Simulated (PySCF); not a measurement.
# C5H4BrN (3-Bromopyridine): the cost of one run

Computed with PySCF 2.14.0 and routines of our own; the level stands in each step. Atoms count from 0.

## 1. The system as given

11 atoms, charge 0, multiplicity 1; geometry from: GFN2-xTB.

## 2. Geometry optimisation at PBE0-D3(BJ)/def2-SVP

The job: settings as JSON, then the geometry in Å.

```
{"job": {"xc": "PBE0", "basis": "def2-SVP", "d3": "d3bj", "grid": 1, "maxiter": 30, "shake": 0.01, "kind": "geom"}, "charge": 0, "multiplicity": 1}
Br     2.989120     0.847650    -0.083960
C      1.166710     0.245720    -0.039790
C      0.101140     1.150450    -0.005530
C     -1.134430     0.648730     0.035790
C     -1.338990    -0.737410     0.023790
N     -0.330110    -1.577770    -0.007390
C      0.913280    -1.114070    -0.040180
H      0.323200     2.221560     0.001660
H     -2.019660     1.315110     0.090310
H     -2.323180    -1.179840     0.073000
H      1.691020    -1.845950    -0.063370
```

Command:

```
$ OMP_NUM_THREADS=1 python heavy_run.py task.json out
```

One launch serves the whole session: the jobs run in the order shown.

**Question.** How long does this first job take on 1 thread of Intel Xeon 6975P-C, shared host, and how much memory does it need?

About 44 s, with a peak of 0.53 GiB.
